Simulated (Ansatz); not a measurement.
# SnO2 (Cassiterite): a point defect seen from the nuclei (Cl on an O site), part 2 of 2

How do the nuclei near a point defect see it? The defect is Cl on an O site in SnO2 (Cassiterite) (cell charge +1), first unrelaxed. The cell is a supercell built from a deposited structure from the Crystallography Open Database (COD). Planned: a single point, then a relaxation.

Ansatz 0.2.0; DFT, PBE, plane-wave PAW, default files, scalar-relativistic. Earlier steps stand in the parts before.

### 3 Ions relaxed

input.yaml

```yaml
crystal:
  lattice:
    - [-4.738, 4.738, 3.1865]
    - [4.738, -4.738, 3.1865]
    - [4.738, 4.738, -3.1865]
  atoms:
    - { symbol: Sn, position: [0.0, 0.0, 0.0] }
    - { symbol: Sn, position: [0.5, 0.5, 0.0] }
    - { symbol: Sn, position: [0.5, 0.0, 0.5] }
    - { symbol: Sn, position: [0.0, 0.5, 0.5] }
    - { symbol: Sn, position: [0.5, 0.5, 0.5] }
    - { symbol: Sn, position: [0.0, 0.0, 0.5] }
    - { symbol: Sn, position: [0.0, 0.5, 0.0] }
    - { symbol: Sn, position: [0.5, 0.0, 0.0] }
    - { symbol: Cl, position: [0.15355, 0.15355, 0.3071] }
    - { symbol: O, position: [0.65355, 0.65355, 0.3071] }
    - { symbol: O, position: [0.65355, 0.15355, 0.8071] }
    - { symbol: O, position: [0.15355, 0.65355, 0.8071] }
    - { symbol: O, position: [0.65355, 0.34645, 0.5] }
    - { symbol: O, position: [0.15355, 0.84645, 0.5] }
    - { symbol: O, position: [0.15355, 0.34645, 0.0] }
    - { symbol: O, position: [0.65355, 0.84645, 0.0] }
    - { symbol: O, position: [0.34645, 0.34645, 0.6929] }
    - { symbol: O, position: [0.84645, 0.84645, 0.6929] }
    - { symbol: O, position: [0.84645, 0.34645, 0.1929] }
    - { symbol: O, position: [0.34645, 0.84645, 0.1929] }
    - { symbol: O, position: [0.34645, 0.65355, 0.5] }
    - { symbol: O, position: [0.84645, 0.15355, 0.5] }
    - { symbol: O, position: [0.84645, 0.65355, 0.0] }
    - { symbol: O, position: [0.34645, 0.15355, 0.0] }
total_charge: 1
kpoints:
  mp_grid: { grid: [4, 4, 4] }
scf:
  occupations: { method: fermi_dirac, width: 0.01 }
hamiltonian:
  xc: pbe
  pseudopotentials: { kind: paw }
output:
  forces: true
  stress: true
  populations: true
  efg:
    quadrupole_moments_barn: { Sn: -0.132, Cl: -0.08112, O: -0.02558 }
    contact_densities: true
relax:
  f_tol: 0.03
  max_steps: 40
```

On the command line:

```sh
ansatz run input.yaml --threads 1 --pin off --max-ram 3072MiB --backend cpu --events-out ev --progress --plain --runs-dir out
```

Standard output:

```text
[... 1 line left out ...]
Warning: RAYON_NUM_THREADS=1 ignored (pool sized by the plan → 1); use --threads N
Sn: output.efg is read without spin–orbit coupling, which moves field gradients at and beside such atoms by some per cent and up to a factor of two; PAW files take it under magnetization.noncollinear and magnetization.spin_orbit
Engine: ansatz 0.2.0, aarch64-unknown-linux-gnu
Pseudopotentials: kind: paw
Pseudopotential: Sn, paw, valence charge 14, recommended cutoff 420 eV (normal), Sn.paw.azcp
Pseudopotential: Cl, paw, valence charge 7, recommended cutoff 420 eV (normal), Cl.paw.azcp
Pseudopotential: O, paw, valence charge 6, recommended cutoff 420 eV (normal), O.paw.azcp
Functional definition: PBE
  parameter kappa = 0.804
  parameter beta = 0.06672455060314922
  exchange = pbe_x(kappa = kappa, mu = beta*pi^2/3)
  correlation = pbe_c(beta = beta)
Crystal: 24 atoms, lattice volume = 286.130 Å³
Basis set: ecut = 420 eV, 5619 PW (Γ), exchange–correlation on 100×100×100 points (8 copies of the dense FFT grid, shifted against one another)
Bands: 128, of which v1, the nominal top of the filled ones, is band 104 counted from 1 (103 counted from 0)
Symmetry: 4 space group operations
Space group: Fmm2 (ITA 42), of the structure as read, at distance tolerance 6.6e-5 Å
k-points: 18 of 64 (time reversal used)
Non-local potential: Sn, projectors of the file, l = 0: 2, l = 1: 2, l = 2: 2, l = 3: 2
Non-local potential: Cl, projectors of the file, l = 0: 2, l = 1: 2, l = 2: 2
Non-local potential: O, projectors of the file, l = 0: 2, l = 1: 2, l = 2: 1
PAW form: soft (Blöchl's): semilocal exchange-correlation on the pseudo side does not see the compensation charge
PAW one-centre angular grid: Sn, 590 points (default); XC on 64 Gauss nodes
PAW one-centre angular grid: Cl, 110 points (default); XC on 64 Gauss nodes
PAW one-centre angular grid: O, 110 points (default); XC on 64 Gauss nodes
Initial density: superposition of atomic densities (neutral atoms scaled as one to the charged cell's electrons: chi_scale 0, normalization atom), corrected by the library's trained network
Initial wavefunctions: pseudopotential atomic-orbital guess
Functional: x = pbe(κ = 0.804, μ = 0.2195149727645171), c = pbe(β = 0.06672455060314922)
SCF iter   1: F=—  HF=-57789.159129 eV  |F-HF|=—  |Δ(HF+E_count)|=         —  Δρ=1.13e-2  dr2=2.99e-1  ethr=1.77e-3  ⟨swp⟩=6.7  Hψ=10254  notcnv=0  defer=111
preconditioner: auto → Resta (q_TF=auto, 2.587 Å⁻¹)  ε∞=3.6  [insulator: Δε(μ)=1.442 eV  Ē_g=19.646 eV  σ=0.010 eV  W_gap=1.00  n_scr=86 (ndim 8)  ℏωp=31.7 eV  f_vac=0.019  D(μ)=0.00/eV (n_scr^D=0)  ε∞_Penn≈3.6]
SCF iter   2: F=—  HF=-57789.043474 eV  |F-HF|=—  |Δ(HF+E_count)|=   1.16e-1  Δρ=4.47e-3  dr2=5.65e-2  ethr=1.44e-4  ⟨swp⟩=2.3  Hψ=4056  notcnv=0  defer=330
SCF iter   3: F=—  HF=-57789.019336 eV  |F-HF|=—  |Δ(HF+E_count)|=   2.41e-2  Δρ=1.66e-3  dr2=9.10e-3  ethr=2.72e-5  ⟨swp⟩=2.5  Hψ=3969  notcnv=0  defer=330
SCF iter   4: F=—  HF=-57789.016578 eV  |F-HF|=—  |Δ(HF+E_count)|=   2.76e-3  Δρ=6.78e-4  dr2=1.34e-3  ethr=4.37e-6  ⟨swp⟩=2.0  Hψ=3169  notcnv=0  defer=330
SCF iter   5: F=—  HF=-57789.016360 eV  |F-HF|=—  |Δ(HF+E_count)|=   2.18e-4  Δρ=2.71e-4  dr2=1.98e-4  ethr=6.44e-7  ⟨swp⟩=2.1  Hψ=3171  notcnv=0  defer=330
SCF iter   6: F=—  HF=-57789.016358 eV  |F-HF|=—  |Δ(HF+E_count)|=   2.16e-6  Δρ=1.03e-4  dr2=3.07e-5  ethr=9.50e-8  ⟨swp⟩=2.1  Hψ=3089  notcnv=0  defer=330
SCF iter   7: F=-57789.016369 eV  HF=-57789.016369 eV  |F-HF|=4.97e-7  |Δ(HF+E_count)|=   1.05e-5  Δρ=3.26e-5  dr2=2.95e-6  ethr=1.08e-8  ⟨swp⟩=4.0  Hψ=6984  notcnv=0
SCF 1 converged in 7 iterations: F = -57789.016369 eV  dr2 = 2.95e-6
relax step   1: F+E_penalty+E_count = -57789.01636908 eV  Δ(F+E_penalty+E_count) = +0.000e0 eV  max|allowed force component| = 8.503e0 eV/Å  Δτ_max = 0.0000 Å  (7 SCF iters, dr2 threshold 2.25e-5 eV, accepted)
[... 12 lines left out ...]
relax step   2: F+E_penalty+E_count = -57791.88944687 eV  Δ(F+E_penalty+E_count) = -2.873e0 eV  max|allowed force component| = 1.534e0 eV/Å  Δτ_max = 0.1949 Å  (7 SCF iters, dr2 threshold 1.00e-4 eV, accepted)
[... 17 lines left out ...]
relax step   4: F+E_penalty+E_count = -57792.06829878 eV  Δ(F+E_penalty+E_count) = -3.644e-2 eV  max|allowed force component| = 6.975e-2 eV/Å  Δτ_max = 0.0654 Å  (6 SCF iters, dr2 threshold 1.88e-5 eV, accepted)
[... 8 lines left out ...]
relax step   5: F+E_penalty+E_count = -57792.06924123 eV  Δ(F+E_penalty+E_count) = -9.424e-4 eV  max|allowed force component| = 1.466e-2 eV/Å  Δτ_max = 0.0074 Å  (6 SCF iters, accepted)
NSCF: frozen V_eff on 18 k-points
[... 1 line left out ...]
SCF converged after 6 iterations
Free energy (F): -57792.069241 eV
Harris-Foulkes:  -57792.069241 eV  (|F-HF|=7.10e-9)
Internal energy: -57792.069241 eV  (E = F + TS)
E sigma→0 (E₀):  -57792.069241 eV
Fermi energy:    10.726255 eV
--- Per-component energies (eV) ---
[... 15 lines left out ...]
--- Forces (eV/Å), atoms counted from 1 ---
  atom   1  Sn     0.01466207     0.01466207    -0.00000000
  atom   2  Sn     0.00338014     0.00338014    -0.00000000
  atom   3  Sn    -0.00029931    -0.00042306     0.00000000
  atom   4  Sn    -0.00042306    -0.00029931     0.00000000
  atom   5  Sn     0.00543077     0.00543077     0.00728163
  atom   6  Sn     0.00543077     0.00543077    -0.00728163
  atom   7  Sn     0.00117255     0.00117255     0.00000000
  atom   8  Sn     0.00117255     0.00117255    -0.00000000
  atom   9  Cl    -0.01151732    -0.01151732    -0.00000000
  atom  10  O     -0.00630082    -0.00630082    -0.00000000
  atom  11  O      0.00256304     0.00409599    -0.00000000
  atom  12  O      0.00409599     0.00256304    -0.00000000
  atom  13  O     -0.00121747    -0.00033779    -0.00341529
  atom  14  O     -0.00121747    -0.00033779     0.00341529
  atom  15  O     -0.00059059    -0.00188918     0.00275753
  atom  16  O     -0.00059059    -0.00188918    -0.00275753
  atom  17  O     -0.00712244    -0.00712244     0.00000000
  atom  18  O     -0.00858045    -0.00858045     0.00000000
  atom  19  O      0.00091547     0.00349770     0.00000000
  atom  20  O      0.00349770     0.00091547     0.00000000
  atom  21  O     -0.00033779    -0.00121747    -0.00341529
  atom  22  O     -0.00033779    -0.00121747     0.00341529
  atom  23  O     -0.00188918    -0.00059059    -0.00275753
  atom  24  O     -0.00188918    -0.00059059     0.00275753
  max |Σ_I F_I| component: 7.57e-6 eV/Å
--- Stress (GPa, compression-positive) ---
       20.610960       9.973265      -0.000000
        9.973265      20.610960      -0.000000
       -0.000000      -0.000000      23.706796
  P = ⅓ Tr σ = 21.6429 GPa (216.429 kbar)
--- PAW observables at the nuclei: V_zz in 10²¹ V/m², potentials from the cell's mean, atoms counted from 1 ---
  atom   1  Sn V_zz =    +8.954959   η = 0.6180   by run symmetry: allowed   C_q = -28.5820 MHz
            electrostatic potential = -8174.985479 V   contact ρ = 1236235.990496 e/Å³
  atom   2  Sn V_zz =    -5.992904   η = 0.8200   by run symmetry: allowed   C_q = +19.1278 MHz
            electrostatic potential = -8175.243049 V   contact ρ = 1236232.772155 e/Å³
  atom   3  Sn V_zz =    +5.990263   η = 0.1151   by run symmetry: allowed   C_q = -19.1194 MHz
            electrostatic potential = -8175.325931 V   contact ρ = 1236232.489589 e/Å³
  atom   4  Sn V_zz =    +5.990263   η = 0.1151   by run symmetry: allowed   C_q = -19.1194 MHz
            electrostatic potential = -8175.325931 V   contact ρ = 1236232.489589 e/Å³
  atom   5  Sn V_zz =    +7.964153   η = 0.5049   by run symmetry: allowed   C_q = -25.4196 MHz
            electrostatic potential = -8174.858240 V   contact ρ = 1236234.825754 e/Å³
  atom   6  Sn V_zz =    +7.964153   η = 0.5049   by run symmetry: allowed   C_q = -25.4196 MHz
            electrostatic potential = -8174.858240 V   contact ρ = 1236234.825754 e/Å³
  atom   7  Sn V_zz =    -5.204780   η = 0.8352   by run symmetry: allowed   C_q = +16.6123 MHz
            electrostatic potential = -8175.404236 V   contact ρ = 1236232.682129 e/Å³
  atom   8  Sn V_zz =    -5.204780   η = 0.8352   by run symmetry: allowed   C_q = +16.6123 MHz
            electrostatic potential = -8175.404236 V   contact ρ = 1236232.682129 e/Å³
  atom   9  Cl V_zz =   -15.508352   η = 0.3041   by run symmetry: allowed   C_q = +30.4192 MHz
            electrostatic potential = -1780.717429 V   contact ρ = 24094.880243 e/Å³
  atom  10  O  V_zz =   -10.670916   η = 0.2445   by run symmetry: allowed   C_q = +6.6002 MHz
            electrostatic potential = -627.847961 V   contact ρ = 2156.804577 e/Å³
  atom  11  O  V_zz =   -10.513452   η = 0.1937   by run symmetry: allowed   C_q = +6.5028 MHz
            electrostatic potential = -628.038450 V   contact ρ = 2156.908137 e/Å³
  atom  12  O  V_zz =   -10.513452   η = 0.1937   by run symmetry: allowed   C_q = +6.5028 MHz
            electrostatic potential = -628.038450 V   contact ρ = 2156.908137 e/Å³
  atom  13  O  V_zz =   -10.774286   η = 0.2523   by run symmetry: allowed   C_q = +6.6641 MHz
            electrostatic potential = -627.841722 V   contact ρ = 2156.868226 e/Å³
  atom  14  O  V_zz =   -10.774286   η = 0.2523   by run symmetry: allowed   C_q = +6.6641 MHz
            electrostatic potential = -627.841722 V   contact ρ = 2156.868226 e/Å³
  atom  15  O  V_zz =   -10.229947   η = 0.0773   by run symmetry: allowed   C_q = +6.3274 MHz
            electrostatic potential = -627.843927 V   contact ρ = 2157.019966 e/Å³
  atom  16  O  V_zz =   -10.229947   η = 0.0773   by run symmetry: allowed   C_q = +6.3274 MHz
            electrostatic potential = -627.843927 V   contact ρ = 2157.019966 e/Å³
  atom  17  O  V_zz =   -11.413821   η = 0.1807   by run symmetry: allowed   C_q = +7.0597 MHz
            electrostatic potential = -627.619624 V   contact ρ = 2157.136209 e/Å³
  atom  18  O  V_zz =    -9.261729   η = 0.0770   by run symmetry: allowed   C_q = +5.7286 MHz
            electrostatic potential = -626.767046 V   contact ρ = 2155.690801 e/Å³
  atom  19  O  V_zz =   -10.600223   η = 0.1620   by run symmetry: allowed   C_q = +6.5565 MHz
            electrostatic potential = -627.930368 V   contact ρ = 2156.971019 e/Å³
  atom  20  O  V_zz =   -10.600223   η = 0.1620   by run symmetry: allowed   C_q = +6.5565 MHz
            electrostatic potential = -627.930368 V   contact ρ = 2156.971019 e/Å³
  atom  21  O  V_zz =   -10.774286   η = 0.2523   by run symmetry: allowed   C_q = +6.6641 MHz
            electrostatic potential = -627.841722 V   contact ρ = 2156.868226 e/Å³
  atom  22  O  V_zz =   -10.774286   η = 0.2523   by run symmetry: allowed   C_q = +6.6641 MHz
            electrostatic potential = -627.841722 V   contact ρ = 2156.868226 e/Å³
  atom  23  O  V_zz =   -10.229947   η = 0.0773   by run symmetry: allowed   C_q = +6.3274 MHz
            electrostatic potential = -627.843927 V   contact ρ = 2157.019966 e/Å³
  atom  24  O  V_zz =   -10.229947   η = 0.0773   by run symmetry: allowed   C_q = +6.3274 MHz
            electrostatic potential = -627.843927 V   contact ρ = 2157.019966 e/Å³
--- Band table (eV; the first three rows and the last of 18) ---
[... 4 lines left out ...]
--- Relaxed structure (5 steps of the walk, 5 accepted, 0 SCFs on fresh bases) ---
  F+E_penalty+E_count = -57792.06924123 eV   max|allowed force component| = 1.466e-2 eV/Å
  atoms:
    - { symbol: Sn, position: [-0.01849988290973809, -0.01849988290973809, -0.03699976581947618] }
    - { symbol: Sn, position: [0.5055729807922689, 0.5055729807922689, 0.011145961584537659] }
    - { symbol: Sn, position: [0.5012947189979227, 0.0006267422401279552, 0.5019214612380506] }
    - { symbol: Sn, position: [0.0006267422401279551, 0.5012947189979227, 0.5019214612380506] }
    - { symbol: Sn, position: [0.5193753184873842, 0.5193753184873842, 0.5221933664987043] }
    - { symbol: Sn, position: [0.0028180480113200734, 0.0028180480113200734, 0.5221933664987043] }
    - { symbol: Sn, position: [0.0001386966757450092, 0.500138696675745, 0.0002773933514899629] }
    - { symbol: Sn, position: [0.500138696675745, 0.0001386966757450092, 0.0002773933514899629] }
    - { symbol: Cl, position: [0.1457097001375983, 0.1457097001375983, 0.2914194002751966] }
    - { symbol: O, position: [0.6573044582064091, 0.6573044582064091, 0.31460891641281846] }
    - { symbol: O, position: [0.6557602536351618, 0.1505732112390493, 0.8063334648742113] }
    - { symbol: O, position: [0.1505732112390493, 0.6557602536351618, 0.8063334648742113] }
    - { symbol: O, position: [0.6529200958466034, 0.34963289637228695, 0.5031956377050215] }
    - { symbol: O, position: [0.15356274133273445, 0.850275541858418, 0.5031956377050215] }
    - { symbol: O, position: [0.14841380596491605, 0.3413528674900712, -0.008474617069704413] }
    - { symbol: O, position: [0.6501725154402244, 0.8431115769653796, -0.008474617069704413] }
    - { symbol: O, position: [0.3498688352904281, 0.3498688352904281, 0.6997376705808562] }
    - { symbol: O, position: [0.8435947303419987, 0.8435947303419987, 0.6871894606839974] }
    - { symbol: O, position: [0.8478008979364033, 0.34848055297154057, 0.1962814509079441] }
    - { symbol: O, position: [0.34848055297154057, 0.8478008979364033, 0.1962814509079441] }
    - { symbol: O, position: [0.34963289637228695, 0.6529200958466034, 0.5031956377050215] }
    - { symbol: O, position: [0.850275541858418, 0.15356274133273445, 0.5031956377050215] }
    - { symbol: O, position: [0.8431115769653796, 0.6501725154402244, -0.008474617069704413] }
    - { symbol: O, position: [0.3413528674900712, 0.14841380596491605, -0.008474617069704413] }
--- Löwdin populations: 24 sites ---
  site symbol       q [e]
     0     Sn     12.2639
     1     Sn     12.2316
     2     Sn     12.2344
     3     Sn     12.2344
     4     Sn     12.2597
     5     Sn     12.2597
     6     Sn     12.2290
     7     Sn     12.2290
     8     Cl      6.9676
     9      O      6.8052
    10      O      6.7956
    11      O      6.7956
    12      O      6.8019
    13      O      6.8019
    14      O      6.8020
    15      O      6.8020
    16      O      6.7899
    17      O      6.8008
    18      O      6.7935
    19      O      6.7935
    20      O      6.8019
    21      O      6.8019
    22      O      6.8020
    23      O      6.8020
  spilling = 0.005294 (of n_electrons = 208.000000)
```

Wall time 5.8 min (1 thread of Arm Neoverse V1, shared host); peak memory 0.94 GiB.

Relaxation path:

```csv
step,energy change (eV),largest force component (eV/Å)
1,0.0000,8.503
2,-2.8731,1.534
3,-3.0155,0.548
4,-3.0519,0.070
5,-3.0529,0.015
```

Largest displacement: 0.248 Å (atom 1, Sn); mean 0.058 Å.

At the end: gap on the mesh 1.33 eV, largest force 0.021 eV/Å, pressure 21.6 GPa.

What changed since step 2 (V_zz in 10²¹ V/m²):

```csv
site,atoms,"V_zz, PBE","V_zz, PBE relaxed","η, PBE","η, PBE relaxed"
Cl,9,-13.98,-15.51,0.01,0.30
Sn5,"5, 6",-5.99,7.96,0.90,0.50
Sn1,1,5.92,8.95,0.91,0.62
O17,17,-10.73,-11.41,0.01,0.18
O15,"15, 16, 23, …",-10.18,-10.23,0.07,0.08
O13,"13, 14, 21, …",-10.65,-10.77,0.19,0.25
O10,10,-11.19,-10.67,0.06,0.24
O19,"19, 20",-10.12,-10.60,0.13,0.16
Sn3,"3, 4",5.75,5.99,0.62,0.12
Sn2,2,-6.56,-5.99,0.54,0.82
O18,18,-11.00,-9.26,0.08,0.08
Sn7,"7, 8",-6.29,-5.20,0.48,0.84
O11,"11, 12",-10.64,-10.51,0.13,0.19
```

Like atoms gathered into sites: 11 of 13, those nearest the defect, the farthest of each element and the two largest gradients.

```csv
site,atoms,distance from the defect (Å),V_zz (10²¹ V/m²),η,C_Q (MHz)
Cl,9,0.00,-15.51,0.30,30.4 (³⁵Cl)
Sn1,1,2.20,8.95,0.62,–
Sn5,"5, 6",2.26,7.96,0.50,–
O17,17,2.74,-11.41,0.18,7.06 (¹⁷O)
O15,"15, 16, 23, 24",2.87,-10.23,0.08,6.33 (¹⁷O)
O13,"13, 14, 21, 22",2.95,-10.77,0.25,6.66 (¹⁷O)
O10,10,3.19,-10.67,0.24,6.60 (¹⁷O)
O19,"19, 20",3.41,-10.60,0.16,6.56 (¹⁷O)
Sn3,"3, 4",3.64,5.99,0.12,–
Sn7,"7, 8",4.19,-5.20,0.84,–
O11,"11, 12",4.64,-10.51,0.19,6.50 (¹⁷O)
```

Direction of the V_zz axis (Cartesian unit vector):

```csv
site,atom,x,y,z
Sn1,1,-0.71,0.71,0.00
Sn2,2,0.00,0.00,1.00
Sn3,3,0.72,-0.70,0.00
Sn5,5,0.71,0.71,-0.01
Sn7,7,0.05,-0.05,1.00
Cl,9,0.71,-0.71,0.00
O10,10,-0.71,0.71,0.00
O11,11,-0.70,0.71,0.00
O13,13,0.67,0.75,-0.01
O15,15,0.67,0.73,-0.13
```

The sizes of the gradients above 0.15 moved by 6 % in the median, 51 % at the site that moves most (small gradients counted from 0.15; Sn1, 5.92 to 8.95), with a change of sign at Sn5.

### 4 From gradients to spectra (values of step 3)

¹⁷O (I = 5/2, Q = -25.58 mb) in zero field: pure quadrupole lines, for atoms at rest. Strengths are squared matrix elements for a powder, against the strongest line of the same site.

```csv
site,count,line (MHz),strength
O17,1,1.10,1.00
O17,1,2.10,0.65
O15,4,0.955,1.00
O15,4,1.90,0.63
O13,4,1.07,1.00
O13,4,1.97,0.66
O10,1,1.05,1.00
O10,1,1.96,0.66
O19,2,1.01,1.00
O19,2,1.96,0.64
O11,2,1.01,1.00
O11,2,1.94,0.65
```

¹¹⁹Sn Mössbauer parameters. δ = α(ρ − ρ₀) against SnO₂, with ρ the contact density, α = 0.0988 mm s⁻¹ a₀³ and ρ₀ = 183191.44 a₀⁻³ from a line fitted to 8 measured compounds at this level (rms miss 0.12 mm/s); ΔE_Q = ½eQV_zz(1 + η²/3)^½ with Q = -0.132 b.

```csv
site,count,ρ − ρ₀ (a₀⁻³),δ (mm/s),ΔE_Q (mm/s)
Sn1,1,-0.15,-0.02,-0.79
Sn5,2,-0.32,-0.03,-0.69
Sn3,2,-0.67,-0.07,-0.50
Sn7,2,-0.64,-0.06,0.48
```

### 5 Results

The summary covers parts 1 to 2.

| quantity | value |
| --- | --- |
| state (step 3) | gap on the mesh 1.33 eV, largest force 0.021 eV/Å, pressure 21.6 GPa |
| V_zz by site, step 3 (10²¹ V/m²) | Cl -15.51, Sn1 8.95, Sn5 7.96, O17 -11.41, O15 -10.23, O13 -10.77, O10 -10.67, O19 -10.60, … |
| largest C_Q in size, step 3 | 30.4 MHz, ³⁵Cl at Cl |
| step 3 (ions relaxed) against step 2 | 6 % in the median, 51 % at the site that moves most (small gradients counted from 0.15; Sn1, 5.92 to 8.95), with a change of sign at Sn5 |

Site Cl (3 Sn at 2.20–2.26 Å) carries the largest gradient. The runs allow no spin. The relaxation kept the symmetry Fmm2, so a distorted place of lower energy may have been missed. Moves of at most 0.25 Å on relaxation changed gradients by up to 51 % in size at the worst site (6 % in the median) (gradients over 0.15 counted), so at some sites the starting positions were a poor guide. The highest ¹⁷O quadrupole line lies at 2.10 MHz, for nuclei at rest; thermal motion mostly lowers such lines a little. The ¹¹⁹Sn isomer shifts lie between -0.07 and -0.02 mm/s against SnO₂. The defect repeats with the cell of 24 atoms, so it feels its images: sites between two images don't show the values beside a lone defect, and zeros or small values of η there can come from the images' arrangement. O and Sn carry a gradient in the pure host already, so the values there aren't the defect's effect alone. The relaxation keeps the site symmetry mm2 of the start, so the impurity can move only along its axis; a start off the site could end lower. A uniform background compensates the cell's charge. The cell keeps the host's lattice, where the PBE pressure is 22 GPa (in a charged cell this depends on the convention for the mean potential). The program warns that gradients near heavy atoms lack spin–orbit coupling.

The gaps are Kohn-Sham values of a semilocal functional, not quasiparticle or optical gaps. Such gaps usually fall short of the measured ones.
